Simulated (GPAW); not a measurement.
**HPbNO4: equation of state with PBE**

HPbNO4:

```xyz
7
Lattice="3.8540 0.1438 0.0901 -0.2532 5.5270 0.1647 -0.4820 -1.9272 5.7203" Properties=species:S:1:pos:R:3 pbc="T T T"
H    -0.0083    2.5983    3.2335
Pb    2.1473    2.6778    1.0046
N     2.8237    3.6046    5.7249
O    -0.4057   -0.9417    5.0623
O     2.7256   -0.0852    0.8025
O    -0.5912    2.3982    5.1009
O     0.1280    2.5704    2.2622
```

The cell was built by a generator and needn't be a form met in nature.

| Property | Result |
| --- | --- |
| Program | GPAW 26.7.0 |
| Task | equation of state |
| Functional | PBE |
| Potentials or basis | GPAW PAW data sets (gpaw-data 1.2.1) |
| Cutoff | 800 eV |
| Basis | pw |
| k mesh | 7 × 5 × 5 |
| Occupations | fermi-dirac, width 0.05 eV |
| Spin | no spin polarisation |
| Ranks | 8 |
| Maxiter | 150 |
| Eos scales | [0.94, 0.96, 0.98, 1.0, 1.02, 1.04, 1.06] |

The equilibrium volume is 17.64 Å³/atom, the bulk modulus at fixed shape and positions is 76 GPa and the pressure derivative of the bulk modulus is 4.3.

Energy against volume, from the lowest point:
```
volume (Å³/atom)  energy (meV/atom)
          16.591              16.42
          16.944               6.93
          17.297               1.58
          17.650               0.00
          18.003               1.74
          18.356               6.52
          18.709              14.01
```

Run time: 3.1 min on 8 MPI ranks on AMD EPYC 9R45 96-Core Processor (Zen 5) (shared host), peak memory 0.59 GiB a rank.

Caveat: the cell was scaled at fixed shape and fractional positions, which overstates the stiffness of a crystal with free parameters, most of all of layers and chains. Spin-orbit coupling is left out, which matters for the levels of Pb.
